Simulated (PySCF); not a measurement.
# SVWN5/STO-3G run of SnClF (SMILES [F][Sn][Cl])

Aim: a single-point energy of SnClF. The job is set up through a Python script.

The results are computed with PySCF 2.14.0.

11 further runs of the same task are left out: 6 that didn't finish, 5 set aside as unsound or not needed.

## Step 1: The system as given

SnClF has 3 atoms, charge 0, and is taken as a singlet. SMILES: `[F][Sn][Cl]`. The Sn2–Cl3 distance was set to 4.248 Å, away from the relaxed value. At this shape a bond of the SMILES string is far longer than usual.

Bond lengths: F1–Sn2 1.935 Å.

## Step 2: A single-point energy at SVWN5/STO-3G

File run.py:

```python
from pyscf import gto, dft

mol = gto.M(
    atom=[
    ('F', (-2.229593, 1.890365, -1.024238)),
    ('Sn', (-0.675693, 2.565365, -0.089138)),
    ('Cl', (1.214300, -1.186000, 0.540500)),
],
    basis='sto-3g',
    max_memory=1860,
    verbose=3,
)

mf = dft.RKS(mol, xc='svwn')
mf.conv_tol = 1e-10
mf.grids.level = 5
mf.kernel()
if not mf.converged:
    mf = mf.newton().run(mf.mo_coeff, mf.mo_occ)

energy = mf.e_tot
print('E = %.10f Eh' % energy)
```

Started as:

```sh
$ OMP_NUM_THREADS=1 python run.py
```

What values should one expect? Wanted: total energy; dipole moment.

Answer, from the run:

Level: SVWN5/STO-3G.

| quantity | value |
| --- | --- |
| total energy | -6510.80481 Eh |
| dipole moment | 19.69 D |

In words: One bond is far stretched, which a spin-restricted single reference describes badly; a broken-symmetry solution may lie lower. The run may have ended on a state above the lowest. Relativity is left out although the molecule holds a heavy atom.
